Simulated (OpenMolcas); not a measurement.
# HF/ANO-RCC-VDZP (DKH2, RICD fitting) run of WCl4O (SMILES [O]=[W]([Cl])([Cl])([Cl])[Cl])

Aim: the vertical ionisation energy of WCl4O at HF/ANO-RCC-VDZP (DKH2, RICD fitting), from 2 runs. 

The results are computed with OpenMolcas 26.06.

### Step 1. The system as given

WCl4O: 6 atoms, total charge 0, spin state singlet. SMILES: `[O]=[W]([Cl])([Cl])([Cl])[Cl]`. The shape comes from GFN2-xTB, which is rough for such elements, and wasn't checked as a minimum.

Bond lengths: O1–W2 1.671 Å, W2–Cl3 2.265 Å, W2–Cl4 2.266 Å, W2–Cl5 2.265 Å, W2–Cl6 2.266 Å. Angles: O1–W2–Cl3 106.1°, O1–W2–Cl4 105.9°, O1–W2–Cl5 106.1°, O1–W2–Cl6 105.9°, Cl3–W2–Cl4 85.6°, Cl3–W2–Cl5 147.8°, Cl3–W2–Cl6 85.6°, Cl4–W2–Cl5 85.6°, Cl4–W2–Cl6 148.2°, Cl5–W2–Cl6 85.6°.

### Step 2. A single-point energy at HF/ANO-RCC-VDZP (DKH2, RICD fitting)

File job.input:

```
* Cl4OW Hartree-Fock
&GATEWAY
Coord
6
bohr
O     -3.33357137    -0.34483722    -0.67655975
W     -0.25450831    -0.02630499    -0.05147614
Cl     0.70430093    -3.08053704     2.79099321
Cl     1.78152041    -2.49326685    -2.89842414
Cl     1.10516853     3.26714750    -2.42381942
Cl    -0.00291018     2.67781751     3.25928624
Basis = ANO-RCC-VDZP
Group = NoSym
RICD
&SEWARD
Relativistic = R02O02
Expert
&SCF
PrOrbitals = 1 1
```

Started as:

```console
$ export MOLCAS_MEM=1860
$ pymolcas job.input > job.log
```

Log:

```text
--- Start Module: gateway ---
[...]
--- Stop Module: gateway /rc=_RC_ALL_IS_WELL_ ---
[...]
--- Start Module: seward ---
[...]
 ###    WARNING:  EXPERT option is ON!                                       ###
 ###############################################################################
               SEWARD will generate:
[...]
      Basis functions          154
--- Stop Module: seward /rc=_RC_ALL_IS_WELL_ ---
[...]
--- Start Module: scf ---
[...]
       Convergence after  16 Iterations
[...]
::    Total SCF energy                             -18046.2308859469
[...]
      Total spin, S                                     0.0000000000
[...]
      Total electronic charge=  150.000000
      Total            charge=   -0.000000
[...]
      Dipole Moment (debye):
      Origin of the operator (angstrom)=    0.0395    0.0041    0.0080
                   X=  8.3641E-01               Y=  8.7742E-02               Z=  1.6948E-01           Total=  8.5791E-01
      Quadrupole Moment (debye*angstrom):
[...]
--- Stop Module: scf /rc=_RC_ALL_IS_WELL_ ---
[...]
```

Run time: 95 s. Hardware: 1 thread of Arm Neoverse V1, shared host; peak memory 0.6 GiB.

### Step 3. The doublet cation at the same level

File job.input:

```
* Cl4OW Hartree-Fock
>>> EXPORT MOLCAS_PRINT=2

&GATEWAY
 Coord
 6
 bohr
 O     -3.33357137    -0.34483722    -0.67655975
 W     -0.25450831    -0.02630499    -0.05147614
 Cl     0.70430093    -3.08053704     2.79099321
 Cl     1.78152041    -2.49326685    -2.89842414
 Cl     1.10516853     3.26714750    -2.42381942
 Cl    -0.00291018     2.67781751     3.25928624
 Basis
 ANO-RCC-VDZP
 Group
 NoSym
 RICD

&SEWARD
 Relativistic
 R02O02
 Expert

&SCF
 UHF
 Charge
 1
 Spin
 2
 PrOrbitals
 1 1
```

Started as:

```console
$ export MOLCAS_MEM=1860
$ pymolcas job.input > job.log
```

Log:

```text
--- Start Module: gateway ---
[...]
--- Stop Module: gateway /rc=_RC_ALL_IS_WELL_ ---
[...]
--- Start Module: seward ---
[...]
 ###    WARNING:  EXPERT option is ON!                                       ###
 ###############################################################################
               SEWARD will generate:
[...]
      Basis functions          154
--- Stop Module: seward /rc=_RC_ALL_IS_WELL_ ---
[...]
--- Start Module: scf ---
[...]
       Convergence after  59 Iterations
[...]
::    Total SCF energy                             -18045.8090212888
[...]
      Total spin, S                                     0.5450321371
[...]
      Total electronic charge=  149.000000
      Total            charge=    1.000000
[...]
      Dipole Moment (debye):
      Origin of the operator (angstrom)=    0.0395    0.0041    0.0080
                   X=  2.0926E+00               Y=  2.1813E-01               Z=  4.2568E-01           Total=  2.1466E+00
      Center of Charge (angstrom)
[...]
--- Stop Module: scf /rc=_RC_ALL_IS_WELL_ ---
[...]
```

Run time: 4.2 min. Hardware: 1 thread of Arm Neoverse V1, shared host; peak memory 0.6 GiB.

### Step 4. What came out

Level: HF/ANO-RCC-VDZP (DKH2, RICD fitting).

| quantity | value |
| --- | --- |
| singlet WCl4O: total energy | -18046.23089 Eh |
| singlet WCl4O: dipole moment | 0.86 D |
| singlet WCl4O: HOMO energy | -12.24 eV |
| singlet WCl4O: LUMO energy | -2.27 eV |
| singlet WCl4O: HOMO–LUMO gap | 9.97 eV |
| doublet cation: total energy | -18045.80902 Eh |
| doublet cation: HOMO energy (highest over α and β) | -15.97 eV |
| doublet cation: LUMO energy (lowest over α and β) | -10.72 eV |
| doublet cation: ⟨S²⟩ | 0.842 |
| vertical ionisation energy (to the doublet cation) | 11.480 eV |

**Reading.** Removing an electron at fixed nuclei costs 11.48 eV (265 kcal/mol). −ε(HOMO) before ionisation, 12.24 eV, is 0.76 eV above this ionisation energy. Mulliken charges (singlet WCl4O) run from -0.52 on O1 to +1.32 on W2; they depend strongly on the basis. Mulliken charges (doublet cation) run from -0.41 on O1 to +1.23 on W2; they depend strongly on the basis.
